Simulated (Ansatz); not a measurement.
Slab: CoPd2O2, a slab with vacuum.

```
CELL_PARAMETERS angstrom
2.84500 0.00000 0.00000
-1.42250 2.46384 0.00000
0.00000 0.00000 20.96000
ATOMIC_POSITIONS crystal
Pd 0.66667 0.33333 0.35782
O 0.66667 0.33333 0.45349
Co 0.00000 0.00000 0.50000
O 0.33333 0.66667 0.54651
Pd 0.33333 0.66667 0.64218
```

The cell isn't the ideal one: the (0 0 1) slab of CoPdO2, cut from the database cell, not relaxed.

Base run:

| Item | Value |
| --- | --- |
| Program | Ansatz 0.2.0 |
| Functional | PBE |
| Potentials or basis | all-electron LAPW, scalar-relativistic |
| Cutoff | 421 eV (chosen from the basis error) |
| Basis error allowed | 0.002 eV/atom |
| k mesh | 11 × 11 × 1 |
| Occupations | fermi-dirac, width 0.05 eV |
| Spin | collinear spin, ferromagnetic start |
| Starting moments | [0.0, 0.0, 2.0, 0.0, 0.0] μB |

Its results: net moment 1.35 μB per cell; site moments Pd +0.41; O +0.06; Co +0.27 μB; largest force 0.683 eV/Å.

The run is repeated on the same cell with these changes: functional from PBE to LDA. What comes out?

Net moment 0.89 μB per cell; site moments Pd +0.26; O +0.04; Co +0.21 μB; largest force 0.695 eV/Å.

Caveats: the density of states is complete only up to the lowest level of the last band computed (some runs).

The runs don't all hold the same shells in valence.
